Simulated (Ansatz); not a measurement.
**C₂H₃BF₂O₂: one species, many methods**

Aim: compute C₂H₃BF₂O₂ with functionals from several rungs and with coupled cluster. The yardstick is the atomisation energy at the CCSD(T) limit.

Method: functionals in def2-TZVPP, the program's frozen cores in correlated methods; program: Ansatz 0.2.0, Gaussian basis.

Plan: LDA (SPW92), PBE-D4, revPBE-D4, BLYP-D4, r2SCAN-D4, B97M-V, PBE0-D4, B3LYP-D4, r2SCANh-D4, r2SCAN0-D4, HSE06-D4, BHLYP-D4, CAM-B3LYP-D4, LC-ωPBE, ωB97X-V, ωB97M-V, B2PLYP, PBE-QIDH; CCSD(T)/def2-SVP; CCSD(T)/def2-TZVPP; MP2/def2-QZVPP; extrapolation to the limit; RPA on PBE.

### Step 1. The relaxed structure

All runs share one geometry, relaxed beforehand with PBE0-D4 in a triple-zeta def2 set.

SMILES `CC(=O)OB(F)F`, 10 atoms, charge 0, spin multiplicity 1.

Atoms are counted from 1 here; the program's logs count them from 0.

Bond lengths: C1–C2 1.491 Å, C1–H8 1.092 Å, C1–H9 1.092 Å, C1–H10 1.087 Å, C2–O3 1.190 Å, C2–O4 1.375 Å, O4–B5 1.365 Å, B5–F6 1.313 Å, B5–F7 1.315 Å. Angles: C2–C1–H8 109.6°, C2–C1–H9 109.6°, C2–C1–H10 109.8°, H8–C1–H9 107.1°, H8–C1–H10 110.4°, H9–C1–H10 110.2°, C1–C2–O3 126.8°, C1–C2–O4 110.9°, O3–C2–O4 122.2°, C2–O4–B5 124.2°, O4–B5–F6 123.3°, O4–B5–F7 117.6°, F6–B5–F7 119.0°.

Coordinates:

```csv
atom,x (Å),y (Å),z (Å)
C1,0.3843,0.0434,1.6083
C2,0.5941,0.0561,0.1322
O3,1.5703,0.4141,-0.4468
O4,-0.4996,-0.4582,-0.5230
B5,-0.8312,-0.1610,-1.8134
F6,-0.4539,0.9408,-2.4191
F7,-1.6333,-0.9919,-2.4427
H8,0.1453,-0.9705,1.9349
H9,-0.4711,0.6731,1.8622
H10,1.2783,0.4030,2.1105
```

### Step 2. LDA

This LDA is Slater exchange with PW92 correlation.

File in.yaml:

```yaml
crystal:
  periodic: [false, false, false]
  atoms:
    - {symbol: C, position_ang: [0.384311, 0.043362, 1.608295]}
    - {symbol: C, position_ang: [0.594065, 0.056114, 0.132162]}
    - {symbol: O, position_ang: [1.570260, 0.414142, -0.446799]}
    - {symbol: O, position_ang: [-0.499635, -0.458169, -0.522978]}
    - {symbol: B, position_ang: [-0.831171, -0.161038, -1.813440]}
    - {symbol: F, position_ang: [-0.453871, 0.940799, -2.419061]}
    - {symbol: F, position_ang: [-1.633274, -0.991878, -2.442731]}
    - {symbol: H, position_ang: [0.145332, -0.970509, 1.934886]}
    - {symbol: H, position_ang: [-0.471079, 0.673054, 1.862189]}
    - {symbol: H, position_ang: [1.278262, 0.403023, 2.110476]}
basis:
  gaussian: {orbitals: def2-TZVPP}
hamiltonian: {xc: lda}
output: {orbitals: {seedname: orbitals}}
```

The runs that follow: PBE-D4 (GGA); revPBE-D4 (GGA); BLYP-D4 (GGA); r2SCAN-D4 (meta-GGA); B97M-V (meta-GGA); PBE0-D4 (hybrid); B3LYP-D4 (hybrid); r2SCANh-D4 (hybrid); r2SCAN0-D4 (hybrid); HSE06-D4 (hybrid); BHLYP-D4 (hybrid); CAM-B3LYP-D4 (range-separated); LC-ωPBE-D4 (range-separated); ωB97X-V (range-separated); ωB97M-V (range-separated); B2PLYP (double hybrid); PBE-QIDH (double hybrid); CCSD(T) in def2-SVP; CCSD(T) in def2-TZVPP; MP2 in def2-QZVPP; RPA on PBE orbitals.

**Question.** What will the summary of the whole plan be? Wanted: atomisation energy, CCSD(T)/CBS; farthest beyond LDA; mean size of error, GGA; mean size of error, meta-GGA; mean size of error, hybrid; mean size of error, range-separated; mean size of error, double hybrid; gap, smallest and largest; T1 diagnostic.

The runs gave:

| quantity | value |
| --- | --- |
| atomisation energy, CCSD(T)/CBS | 4674.3 kJ/mol |
| functionals within 23.4 kJ/mol (0.5 %) | revPBE-D4, B3LYP-D4, r2SCANh-D4, ωB97X-V, B2PLYP, PBE-QIDH |
| farthest beyond LDA | BHLYP-D4 (-199.0 kJ/mol) |
| mean size of error, GGA | 75.6 kJ/mol |
| mean size of error, meta-GGA | 36.8 kJ/mol |
| mean size of error, hybrid | 56.3 kJ/mol |
| mean size of error, range-separated | 29.0 kJ/mol |
| mean size of error, double hybrid | 16.4 kJ/mol |
| gap, smallest and largest | 5.08 eV (LDA (SPW92)), 13.32 eV (LC-ωPBE) |
| T1 diagnostic | 0.0140 |
| triples share of the correlation energy | 3.6 % |

In words: The LDA atomisation energy is off by 822.2 kJ/mol (18 %): it overbinds. PBE-D4 misses by +175.1 kJ/mol. Double hybrids carry the basis error of their MP2 part in triple zeta, and no dispersion term here, so their miss is partly the set-up's. By mean error the best rung here is double hybrid (16.4 kJ/mol) and the worst beyond LDA is GGA (75.6 kJ/mol). Misses under about 23.4 kJ/mol are within the doubt on the reference itself, which lacks core-valence correlation, relativity and higher excitations. Hartree-Fock recovers 73 % of the binding; the rest is correlation. CCSD(T) in def2-SVP is off by -182.5 kJ/mol, which most functionals beat. Orbital gaps span 5.1 to 13.3 eV; exact exchange widens them.
